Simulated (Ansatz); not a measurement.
**CH2BNO: a ladder of functionals and wavefunction methods**

Aim: compute CH2BNO with functionals from several rungs and with coupled cluster. The yardstick is the atomisation energy at the CCSD(T) limit.

The runs use Ansatz 0.2.0, Gaussian basis; functionals in def2-TZVPP, the program's frozen cores in correlated methods.

Plan: LDA (SPW92), PBE-D4, revPBE-D4, BLYP-D4, r2SCAN-D4, B97M-V, PBE0-D4, B3LYP-D4, r2SCANh-D4, r2SCAN0-D4, HSE06-D4, BHLYP-D4, CAM-B3LYP-D4, LC-ωPBE, ωB97X-V, ωB97M-V, B2PLYP, PBE-QIDH; CCSD(T)/def2-SVP; CCSD(T)/def2-TZVPP; CCSD(T)/def2-QZVPP; extrapolation to the limit; RPA on PBE.

### 1 The geometry

All runs share one geometry, relaxed beforehand with PBE0-D4 in a triple-zeta def2 set.

SMILES `BN=C=O`, 6 atoms, charge 0, spin multiplicity 1.

Atoms are counted from 1 here; the program's logs count them from 0.

Bond lengths: B1–N2 1.404 Å, B1–H5 1.195 Å, B1–H6 1.193 Å, N2–C3 1.196 Å, C3–O4 1.162 Å. Angles: N2–B1–H5 119.2°, N2–B1–H6 118.7°, H5–B1–H6 122.1°, B1–N2–C3 159.7°, N2–C3–O4 176.3°.

Coordinates:

```csv
atom,x (Å),y (Å),z (Å)
B1,-0.46998,0.95542,-0.14473
N2,0.22704,-0.19782,0.25011
C3,0.66889,-1.30890,0.21435
O4,1.12916,-2.37537,0.24556
H5,-1.04861,0.95858,-1.19068
H6,-0.46450,1.90410,0.57918
```

### 2 LDA

This LDA is Slater exchange with PW92 correlation.

in.yaml reads:

```yaml
crystal:
  periodic: [false, false, false]
  atoms:
    - {symbol: B, position_ang: [-0.469978, 0.955421, -0.144734]}
    - {symbol: N, position_ang: [0.227042, -0.197821, 0.250114]}
    - {symbol: C, position_ang: [0.668888, -1.308903, 0.214354]}
    - {symbol: O, position_ang: [1.129162, -2.375373, 0.245559]}
    - {symbol: H, position_ang: [-1.048612, 0.958577, -1.190677]}
    - {symbol: H, position_ang: [-0.464503, 1.904099, 0.579183]}
basis:
  gaussian: {orbitals: def2-TZVPP}
hamiltonian: {xc: lda}
output: {orbitals: {seedname: orbitals}}
```

Run with:

```bash
$ ansatz run in.yaml --threads 2 --pin off --events-out ev --progress --plain --max-ram 22528MiB --backend cpu
```

The runs that follow: PBE-D4 (GGA); revPBE-D4 (GGA); BLYP-D4 (GGA); r2SCAN-D4 (meta-GGA); B97M-V (meta-GGA); B3LYP-D4 (hybrid); r2SCANh-D4 (hybrid); r2SCAN0-D4 (hybrid); HSE06-D4 (hybrid); BHLYP-D4 (hybrid); CAM-B3LYP-D4 (range-separated); LC-ωPBE (range-separated); ωB97X-V (range-separated); ωB97M-V (range-separated); B2PLYP (double hybrid); PBE-QIDH (double hybrid); CCSD(T) in def2-SVP; CCSD(T) in def2-TZVPP; CCSD(T) in def2-QZVPP; RPA on PBE orbitals.

Q: Predict the results of all the runs planned. Wanted: atomisation energy, CCSD(T)/CBS; farthest beyond LDA; mean size of error, GGA; mean size of error, meta-GGA; mean size of error, hybrid; mean size of error, range-separated; mean size of error, double hybrid; gap, smallest and largest; T1 diagnostic.

The runs gave:

```
                               quantity                                      value
        atomisation energy, CCSD(T)/CBS                                  27.158 eV
    functionals within 0.136 eV (0.5 %)                                   PBE-QIDH
                    farthest beyond LDA                         PBE-D4 (+1.680 eV)
                mean size of error, GGA                                   1.143 eV
           mean size of error, meta-GGA                                   0.530 eV
             mean size of error, hybrid                                   0.524 eV
    mean size of error, range-separated                                   0.444 eV
      mean size of error, double hybrid                                   0.192 eV
              gap, smallest and largest  3.95 eV (LDA (SPW92)), 11.40 eV (LC-ωPBE)
                          T1 diagnostic                                     0.0170
triples share of the correlation energy                                      4.6 %
```

**Reading.** The LDA atomisation energy is off by 5.160 eV (19 %): it overbinds. PBE-D4 misses by +1.680 eV. Double hybrids carry the basis error of their MP2 part in triple zeta, and no dispersion term here, so their miss is partly the set-up's. By mean error the best rung here is double hybrid (0.192 eV) and the worst beyond LDA is GGA (1.143 eV). The reference freezes the cores and leaves out relativity and excitations past (T), so misses under about 0.136 eV can't be ranked. Hartree-Fock recovers 70 % of the binding; the rest is correlation. CCSD(T) in def2-SVP is off by -1.209 eV, worse than the median functional, from the basis alone. Orbital gaps span 3.9 to 11.4 eV; exact exchange widens them.
